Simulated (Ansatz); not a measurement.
# CoO: properties at the relaxed cell

One table from this session's results is given with a row withheld; the runs are named, their logs left out.

Program: Ansatz 0.2.0. Level of theory: DFT PBE, scalar-relativistic, plane waves, PAW. These are calculated values, not measurements.

## The system as given

Symmetry: Fm-3m, No. 225, cubic system. The conventional cell has a = 4.248 Å, b = 4.248 Å, c = 4.248 Å, α = 90.00°, β = 90.00°, γ = 90.00°. Around Co (site symmetry m-3m) lie 6 O at 2.12 Å. O (site symmetry m-3m) is surrounded by 6 Co at 2.12 Å.

As a file:

```cif
data_structure
_symmetry_space_group_name_H-M 'P 1'
_symmetry_Int_Tables_number 1
_cell_length_a 3.0040
_cell_length_b 3.0040
_cell_length_c 3.0040
_cell_angle_alpha 60.000
_cell_angle_beta 60.000
_cell_angle_gamma 60.000
_cell_volume 19.17
loop_
_atom_site_label
_atom_site_type_symbol
_atom_site_fract_x
_atom_site_fract_y
_atom_site_fract_z
_atom_site_occupancy
Co1 Co 0.00000 0.00000 0.00000 1
O1 O 0.50000 0.50000 0.50000 1
```

This cell was relaxed beforehand with the same method: volume 9.58 Å³/atom, gap on the mesh none (metal), site moments up to 2.5 μB.

The first run:

Contents of input.yaml:

```yaml
crystal:
  lattice:
    - [0.0, 2.1315, 2.1315]
    - [2.1315, 0.0, 2.1315]
    - [2.1315, 2.1315, 0.0]
  atoms:
    - { symbol: Co, position: [0.0, 0.0, 0.0], spin: 2.74 }
    - { symbol: O, position: [0.5, 0.5, 0.5], spin: 0.35 }
basis:
  ecutwfc: 420
kpoints:
  mp_grid: { grid: [16, 16, 16] }
hamiltonian:
  xc: pbe
scf:
  occupations: { method: gaussian, width: 0.1 }
output:
  forces: true
  stress: true
  eigenvalues: true
  populations: true
magnetization:
  spin_polarized: true
```

Command:

```console
$ ansatz run input.yaml --threads 1 --pin off --max-ram 2560MiB --backend cpu --events-out ev --progress --plain --runs-dir out
```

Among the steps run: The cell as listed, for comparison; Volume × 0.97; Point at V/V0 = 1.03; The cell scaled to 0.94 of its volume; The cell scaled to 1.06 of its volume; The cell scaled to 0.91 of its volume; The cell scaled to 1.10 of its volume; Volume × 0.88.

One table of the session follows, with a row left open; its other results are not shown here.

It belongs to the step «Equation of state». 

| volume (Å³/atom) | energy above the lowest point (meV/atom) | pressure (GPa) | largest moment (μB) |
| --- | --- | --- | --- |
| 8.434 | 81.3 | 23.79 | 1.97 |
| 8.722 | 43.6 | 17.38 | 2.18 |
| 9.009 | 18.7 | 10.58 | 2.29 |
| 9.297 | ? | ? | ? |
| 9.584 | 0.0 | 0.00 | 2.49 |
| 9.872 | 4.4 | -4.85 | 2.53 |
| 10.159 | 17.2 | -9.21 | 2.55 |
| 10.543 | 39.3 | -12.51 | 2.56 |

Estimate the missing values for volume (Å³/atom) = 9.297.

Worked estimate for «energy above the lowest point (meV/atom)». A straight line through the neighbours (9.009, 18.7) and (9.584, 0.0) gives 18.7 + (0.0 − 18.7) × (9.297 − 9.009) / (9.584 − 9.009) = 9.3; a parabola fitted to 4 rows on both sides gives 4.4.

**Answer.** energy above the lowest point (meV/atom): 4.8; pressure (GPa): 5.09; largest moment (μB): 2.41. In «energy above the lowest point (meV/atom)» the line misses by +4.5 and the parabola by -0.4.

Limits of these values: Without a U such compounds often come out metallic though many are antiferromagnetic insulators.
